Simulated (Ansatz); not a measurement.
Working through an atomisation energy of CH3BBrCl, SMILES ClBCBr

Program: the Python package of Ansatz (0.2.0).

Notebook, run cell by cell (the value of a cell's last expression is shown):

In [1]:
```python
from collections import Counter

import ansatz
from ase import Atoms
```

In [2]:
```python
def total_energy(molecule, charge=0, unpaired=0):
    calc = molecule.calculation().basis(gaussian="6-31G*").functional("pbe0", dispersion="d3bj")
    if charge:
        calc = calc.charge(charge)
    if unpaired:
        calc = calc.spin("collinear", total=unpaired)
    report = calc.run().report
    if report["published_state_doubts"]:
        print("  doubts:", report["published_state_doubts"])
    return report["free_energy_ev"]
```

In [3]:
```python
atoms = Atoms(["Cl", "B", "C", "Br", "H", "H", "H"], positions=[
    (-2.2675, -0.1032, 0.3902),
    (-0.6915, 0.5273, -0.2601),
    (0.6244, -0.1817, 0.1772),
    (0.761, -1.9948, -0.4623),
    (-0.6418, 1.4835, -0.9633),
    (1.5252, 0.3815, -0.2298),
    (0.7514, -0.1806, 1.3024),
])
mol = ansatz.Crystal.molecule_from_ase(atoms)
```

In [4]:
```python
# Hund ground states
unpaired = {"Cl": 1, "B": 1, "C": 2, "Br": 1, "H": 1}
counts = Counter(site.symbol for site in mol.cartesian_sites)
atom_energy = {s: total_energy(ansatz.Crystal.molecule().atom(s, (0, 0, 0)), 0, unpaired[s]) for s in counts}
whole = total_energy(mol, 0, 0)
for s, e in atom_energy.items():
    print(f"{s:2s} x{counts[s]}  {e:14.5f} eV")
print(f"CH3BBrCl: {whole:.5f} eV")
split = sum(counts[s] * e for s, e in atom_energy.items()) - whole
print(f"atomisation energy (no zero-point term): {96.485332 * split:.1f} kJ/mol, {split / sum(counts.values()):.3f} eV an atom")
```
```text
Cl x1    -12516.36223 eV
B  x1      -669.66119 eV
C  x1     -1028.41225 eV
Br x1    -70028.80864 eV
H  x3       -13.58146 eV
CH3BBrCl: -84308.92776 eV
atomisation energy (no zero-point term): 2406.3 kJ/mol, 3.563 eV an atom
```

2406.3 kJ/mol from the electronic energies, without the zero-point term.

What to keep in mind:
- These settings explore the input space; basis and method may be short of convergence.
- The geometry is a force-field or estimated start, not a minimum of this method, and the basis set is short of its limit. All parts are taken at fixed geometry, without zero-point energy.
- The spin-orbit lowering of heavy atoms is left out.
- The whole script took 4.7 s on 1 thread of Arm Neoverse V1, with other jobs on the host, peak memory 0.25 GiB.
